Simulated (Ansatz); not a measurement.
# ClF3H2HfN: the cost of one run

All numbers below are computed with Ansatz 0.2.0 (UKS PBE-D4/def2-SVP).

## Step 1: The starting structure

Bond lengths: Hf1–Cl2 2.770 Å, Hf1–F3 1.980 Å, Hf1–F4 1.979 Å, Hf1–F5 1.979 Å, Cl2–N6 2.030 Å, N6–H7 1.060 Å, N6–H8 1.060 Å. Angles: Hf1–Cl2–N6 180.0°, Cl2–Hf1–F3 109.4°, Cl2–Hf1–F4 109.5°, Cl2–Hf1–F5 109.5°, F3–Hf1–F4 109.5°, F3–Hf1–F5 109.5°, F4–Hf1–F5 109.5°, Cl2–N6–H7 120.0°, Cl2–N6–H8 120.0°, H7–N6–H8 120.0°.

As a file:

```xyz
8

Hf    0.0000    0.0000    0.0000
Cl    0.0000    0.0000    2.7700
F     1.8671    0.0000   -0.6593
F    -0.9326    1.6157   -0.6593
F    -0.9326   -1.6157   -0.6593
N     0.0000    0.0000    4.8000
H    -0.4960   -0.7725    5.3300
H     0.4960    0.7725    5.3300
```

## Step 2: Pulling towards end A

Springs on the bonds that form and break draw the guess towards this end; the thresholds are loose.

The input, input.yaml:

```yaml
crystal:
  periodic: [false, false, false]
  atoms:
    - { symbol: Hf, position_ang: [0.0, 0.0, 0.0] }
    - { symbol: Cl, position_ang: [0.0, 0.0, 2.77] }
    - { symbol: F, position_ang: [1.8671, 0.0, -0.6593] }
    - { symbol: F, position_ang: [-0.9326, 1.6157, -0.6593] }
    - { symbol: F, position_ang: [-0.9326, -1.6157, -0.6593] }
    - { symbol: "N", position_ang: [0.0, 0.0, 4.8] }
    - { symbol: H, position_ang: [-0.496, -0.7725, 5.33] }
    - { symbol: H, position_ang: [0.496, 0.7725, 5.33] }
magnetization:
  spin_polarized: true
  initial_magnetization: 1
basis:
  gaussian: { orbitals: def2-SVP }
hamiltonian:
  xc: pbe
  dispersion: d4
relax:
  f_tol: 0.15
  max_steps: 25
  restrain:
    - { distance: [1, 5], at: 2.93, k: 30.0 }
    - { distance: [0, 1], at: 2.52, k: 30.0 }
```

Run with:

```
$ ansatz run input.yaml --threads 4 --pin off --max-ram 5120MiB --backend cpu --events-out ev --progress --plain --runs-dir out
```

**Question.** How long does this run take on 4 threads of Arm Neoverse V2, shared host, and how much memory does it need?

About 33 s, with a peak of 0.28 GiB.
